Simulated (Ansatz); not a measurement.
# Tl2SnCl6: a short molecular-dynamics run

What does Tl2SnCl6 do over 40 steps of 1 fs at constant energy, with velocities drawn for 2000 K? The cell is a database structure of 9 atoms, taken as it stands, without a relaxation.

Method: DFT PBEsol, plane waves, PAW, scalar-relativistic, no spin polarisation, in Ansatz 0.2.0.

## (1) The system as given

The cell holds 9 atoms (Cl6SnTl2): a = 7.124 Å, b = 7.124 Å, c = 7.124 Å, α = 60.00°, β = 60.00°, γ = 60.00°.

Structure file:

```
CELL_PARAMETERS angstrom
0.00000 5.03746 5.03746
5.03746 0.00000 5.03746
5.03746 5.03746 0.00000
ATOMIC_POSITIONS crystal
Sn 0.00000 0.00000 0.00000
Tl 0.25000 0.25000 0.25000
Tl 0.75000 0.75000 0.75000
Cl 0.76000 0.24000 0.24000
Cl 0.24000 0.76000 0.24000
Cl 0.24000 0.76000 0.76000
Cl 0.76000 0.24000 0.76000
Cl 0.24000 0.24000 0.76000
Cl 0.76000 0.76000 0.24000
```

## (2) Molecular dynamics

The input, input.yaml:

```yaml
crystal:
  lattice:
    - [0.0, 5.037456, 5.037456]
    - [5.037456, 0.0, 5.037456]
    - [5.037456, 5.037456, 0.0]
  atoms:
    - { symbol: Sn, position: [0.0, 0.0, 0.0] }
    - { symbol: Tl, position: [0.25, 0.25, 0.25] }
    - { symbol: Tl, position: [0.75, 0.75, 0.75] }
    - { symbol: Cl, position: [0.76, 0.24, 0.24] }
    - { symbol: Cl, position: [0.24, 0.76, 0.24] }
    - { symbol: Cl, position: [0.24, 0.76, 0.76] }
    - { symbol: Cl, position: [0.76, 0.24, 0.76] }
    - { symbol: Cl, position: [0.24, 0.24, 0.76] }
    - { symbol: Cl, position: [0.76, 0.76, 0.24] }
kpoints:
  mp_grid: { grid: [3, 3, 3] }
magnetization:
  spin_polarized: false
scf:
  occupations: { method: gaussian, width: 0.1 }
hamiltonian:
  pseudopotentials: { kind: paw }
  xc: pbesol
basis:
  ecutwfc: 420
md:
  timestep: 1.0
  n_steps: 40
  ensemble: nve
  temperature: 2000.0
  initial_velocities: maxwell_boltzmann
  seed: 827528
```

Command:

```sh
> ansatz run input.yaml --threads 2 --pin off --max-ram 2560MiB --backend cpu --events-out ev --progress --plain --runs-dir out
```

Before running it: what results should come out? Wanted: temperature, first and last step; temperature, second half; potential energy, second half; largest change of the total energy; mean square displacement, second half.

As calculated:

| quantity | value |
| --- | --- |
| length | 40 steps of 1 fs |
| temperature, first and last step | 2000 and 1248 K |
| temperature, second half | mean 1526 K, from 1248 to 1741 K |
| potential energy, second half | +54 meV/atom from the start |
| largest change of the total energy | 0.01 meV/atom |
| mean square displacement, second half | Cl 0.129, Tl 0.012, Sn 0.006 Å² |

What this shows: The temperature starts at 2000 K and averages 1526 K in the second half, where it still falls, from 1741 to 1248 K. The total energy strays from its start by at most 0.01 meV/atom, under 0.1 % of the mean kinetic energy, so a step of 1 fs is short enough over this time. The farthest move is 0.73 Å against a mean nearest distance of 2.4 Å: a large displacement, and the run is too short to tell whether atoms leave their places. A run of 40 fs with 9 atoms shows the motion but fixes no equilibrium value.
